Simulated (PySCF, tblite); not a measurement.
# C₄H₃BF₂O₂: geometry, infrared bands and NMR shifts

Aim: predict the infrared bands and NMR shifts of C₄H₃BF₂O₂ (`O=C/C=C(/C=O)B(F)F`).

Programs: tblite 0.8.0 and PySCF 2.14.0, with density-fitted response routines of our own. Each step states its level of theory. These are calculated values for one molecule in the gas phase, unless marked as measured. Atoms are numbered from 0 throughout.

## 1. Starting geometry

12 atoms, charge 0, multiplicity 1; geometry from: force field or distance geometry start.

Bonds of the start (Å): O0–C1 1.26, C1–C2 1.46, C2–C3 1.34, C3–C4 1.47, C4–O5 1.27, C3–B6 1.57, B6–F7 1.46, B6–F8 1.45, C1–H9 1.09, C2–H10 1.09, C4–H11 1.07.

## 2. Relaxing the molecule with GFN2-xTB

What the job is given:

```
{"job": {"kind": "relax", "xc": "GFN2-xTB", "basis": "xTB"}, "charge": 0, "multiplicity": 1}
O      1.957000     1.264300     0.117800
C      2.026100     0.004800     0.192800
C      0.797500    -0.789200     0.206300
C     -0.383200    -0.156700     0.108000
C     -1.614300    -0.951000     0.124700
O     -2.759500    -0.416100     0.035100
B     -0.477500     1.402500     0.009500
F     -0.558600     2.087100     1.290900
F     -1.297400     1.898000    -1.083800
H      3.004700    -0.457000     0.275100
H      0.848200    -1.875600     0.272900
H     -1.541900    -2.011900     0.189400
```

Started as:

```console
$ OMP_NUM_THREADS=1 python probes_run.py task.json out
```

One launch serves the whole session: the jobs run in the order shown.

**Question.** This job is followed by: GFN2-xTB harmonic vibrations, gas phase; GIAO PBE0/pcSseg-1 NMR shielding, non-relativistic, gas phase. Predict these results of the whole session: strongest single infrared mode (GFN2-xTB); zero-point energy (GFN2-xTB); ¹³C shifts against TMS (PBE0/pcSseg-1); ¹H shifts against TMS (PBE0/pcSseg-1); ¹⁷O shifts against H2O (PBE0/pcSseg-1); ¹¹B shifts against BF3·OEt2 (PBE0/pcSseg-1); ¹⁹F shifts against CFCl3 (PBE0/pcSseg-1, means over atoms taken as alike).

The runs gave:

```
                                                                 quantity                           value
                                strongest single infrared mode (GFN2-xTB)           1171 cm⁻¹, 347 km/mol
                                             zero-point energy (GFN2-xTB)                   42.6 kcal/mol
                                   ¹³C shifts against TMS (PBE0/pcSseg-1)  208.5, 195.1, 193.9, 145.2 ppm
                                    ¹H shifts against TMS (PBE0/pcSseg-1)           10.60, 9.58, 6.91 ppm
                                   ¹⁷O shifts against H2O (PBE0/pcSseg-1)                837.1, 491.5 ppm
                              ¹¹B shifts against BF3·OEt2 (PBE0/pcSseg-1)                         8.6 ppm
¹⁹F shifts against CFCl3 (PBE0/pcSseg-1, means over atoms taken as alike)                      -164.5 ppm
```

In words: Relaxing lowered the energy by 1.450 eV in 55 steps; the close pair that moved most is B6–F7, from 1.455 to 1.343 Å. The lowest mode is imaginary (90i cm⁻¹), so the xTB geometry is not a minimum. Unscaled tight-binding wavenumbers are off by several per cent, some by more. Its intensities can rank the bands wrongly. At PBE0/pcSseg-1: The largest span, 1730 ppm, is at O5, where the paramagnetic term is -897 ppm.
